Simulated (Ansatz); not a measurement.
Predict the output of the script below (Ansatz 0.2.0 through its Python package).

Script `run_md.py`:
```python
"""A short Born-Oppenheimer trajectory of Cl2FHSi."""

import ansatz
import numpy as np


def main() -> None:
    geometry_ang = [
        ("F", [0.0645, -0.7338, 1.5374]),
        ("Si", [0.1071, -0.0613, 0.0568]),
        ("Cl", [-0.5544, 1.8856, 0.0677]),
        ("Cl", [-1.0688, -1.0358, -1.2209]),
        ("H", [1.5015, -0.1284, -0.4825]),
    ]
    system = ansatz.Crystal.molecule()
    for symbol, xyz in geometry_ang:
        system = system.atom(symbol, xyz)

    job = (
        system.calculation()
        .basis(gaussian="6-31G*")  # the orbital basis, by name
        .functional("blyp", dispersion="d3bj")
    )
    symbols = [site.symbol for site in system.cartesian_sites]
    start = np.array([site.position_ang for site in system.cartesian_sites], dtype=float)
    summary = job.relax(force_tolerance=0.02, max_steps=100).run().report
    end = np.array(summary["positions_ang"])
    minimum = ansatz.Crystal.molecule()
    for symbol, place in zip(symbols, end):
        minimum = minimum.atom(symbol, place.tolist())

    # dynamics from the relaxed geometry
    job = (
        minimum.calculation()
        .basis(gaussian="6-31G*")
        .functional("blyp", dispersion="d3bj")
        .md("nve", timestep=0.5, steps=40, temperature=800, initial_velocities="maxwell_boltzmann", seed=34)
    )
    frames = []
    outcome = job.session().plan().execute(on_event=lambda e: frames.append(e["data"]) if e["event"] == "md_step" else None)
    print("t (fs)   E_pot (eV)      E_kin (eV)   T (K)   d(0-1) (A)")
    for f in frames[::2]:
        xyz = np.array(f["positions_ang"])
        print(f"{f['time_fs']:6.2f} {f['lagrangian_ev']:14.5f} {f['e_kin_ev']:10.5f} {f['temperature_k']:8.1f} {np.linalg.norm(xyz[0] - xyz[1]):9.4f}")
    kept = np.array([f["conserved_ev"] for f in frames])
    print(f"conserved energy moves by at most {1000 * np.ptp(kept):.3f} meV")


if __name__ == "__main__":
    main()
```

```console
$ python run_md.py
t (fs)   E_pot (eV)      E_kin (eV)   T (K)   d(0-1) (A)
  0.00   -35658.51342    0.31022    800.0    1.6123
  1.00   -35658.49652    0.29357    757.0    1.6204
  2.00   -35658.45732    0.25471    656.8    1.6283
  3.00   -35658.41588    0.21353    550.6    1.6359
  4.00   -35658.38827    0.18603    479.7    1.6431
  5.00   -35658.38177    0.17949    462.9    1.6495
  6.00   -35658.39371    0.19124    493.2    1.6552
  7.00   -35658.41200    0.20922    539.5    1.6598
  8.00   -35658.41844    0.21539    555.4    1.6634
  9.00   -35658.39797    0.19491    502.6    1.6657
 10.00   -35658.35318    0.15055    388.2    1.6666
 11.00   -35658.31158    0.10951    282.4    1.6661
 12.00   -35658.30598    0.10397    268.1    1.6642
 13.00   -35658.33973    0.13720    353.8    1.6609
 14.00   -35658.38239    0.17935    462.5    1.6563
 15.00   -35658.40242    0.19930    513.9    1.6505
 16.00   -35658.39214    0.18927    488.1    1.6439
 17.00   -35658.36448    0.16192    417.6    1.6366
 18.00   -35658.33822    0.13590    350.5    1.6290
 19.00   -35658.32750    0.12525    323.0    1.6211
 20.00   -35658.33753    0.13521    348.7    1.6134
conserved energy moves by at most 1.245 meV
```

Total energies depend on the basis set; only differences at equal settings carry meaning. The trajectory is only some femtoseconds long, so its temperature is not equilibrated; where the script doesn't relax first, it starts from a rough generated geometry. The temperature counts the internal degrees of freedom alone. Wall time of the script: 100 s on 1 thread of Arm Neoverse V1, on a shared host, peak memory 0.21 GiB.
